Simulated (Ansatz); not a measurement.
# Al2BP3: the cost of one run

Program: Ansatz 0.2.0. Level of theory: DFT PBE, scalar-relativistic, plane waves, PAW. These are calculated values, not measurements.

### Step 1. The system as given

It takes space group I-4m2 (No. 119, tetragonal). Conventional cell: a = 3.601 Å, b = 3.601 Å, c = 15.278 Å, α = 90.00°, β = 90.00°, γ = 90.00°. Al (site symmetry 2mm) is surrounded by 4 P at 2.21 Å. Around B (site symmetry -4m2) lie 4 P at 2.21 Å. P (site symmetry 2mm) is surrounded by 2 B at 2.21 Å and 2 Al at 2.21 Å. P (site symmetry -4m2) has 4 Al at 2.21 Å as nearest neighbours.

Coordinates:

```xyz
6
Lattice="-1.8005 1.8005 7.6389 1.8005 -1.8005 7.6389 1.8005 1.8005 -7.6389" Properties=species:S:1:pos:R:3 pbc="T T T"
Al    0.0000    0.0000   10.1852
Al    0.0000    0.0000    5.0926
B     0.0000    0.0000    0.0000
P     0.0000    1.8005    1.2732
P     1.8005    0.0000    3.8195
P     0.0000    1.8005    6.3658
```

The start is an ordering of an alloy on its end members' structure types: elements ordered on the sites of the BP type, B/Al on B (I-4m2, No. 119).

### Step 2. A first look at the guess

Input file input.yaml:

```yaml
crystal:
  lattice:
    - [-1.80051429, 1.80051429, 7.63893519]
    - [1.80051429, -1.80051429, 7.63893519]
    - [1.80051429, 1.80051429, -7.63893519]
  atoms:
    - { symbol: Al, position: [0.66666667, 0.66666667, 0.0] }
    - { symbol: Al, position: [0.33333333, 0.33333333, 0.0] }
    - { symbol: B, position: [0.0, 0.0, 0.0] }
    - { symbol: P, position: [0.58333333, 0.08333333, 0.5] }
    - { symbol: P, position: [0.25, 0.75, 0.5] }
    - { symbol: P, position: [0.91666667, 0.41666667, 0.5] }
basis:
  ecutwfc: 420
kpoints:
  mp_grid: { grid: [6, 6, 6] }
hamiltonian:
  xc: pbe
scf:
  occupations: { method: gaussian, width: 0.1 }
  lower_state_search: "off"
output:
  forces: true
  stress: true
  eigenvalues: true
```

On the command line:

```bash
> ansatz run input.yaml --threads 1 --pin off --max-ram 2560MiB --backend cpu --events-out ev --progress --plain --runs-dir out
```

**Question.** How long does this run take on 1 thread of Arm Neoverse V2, shared host, and how much memory does it need?

About 4.1 s, with a peak of 0.31 GiB.
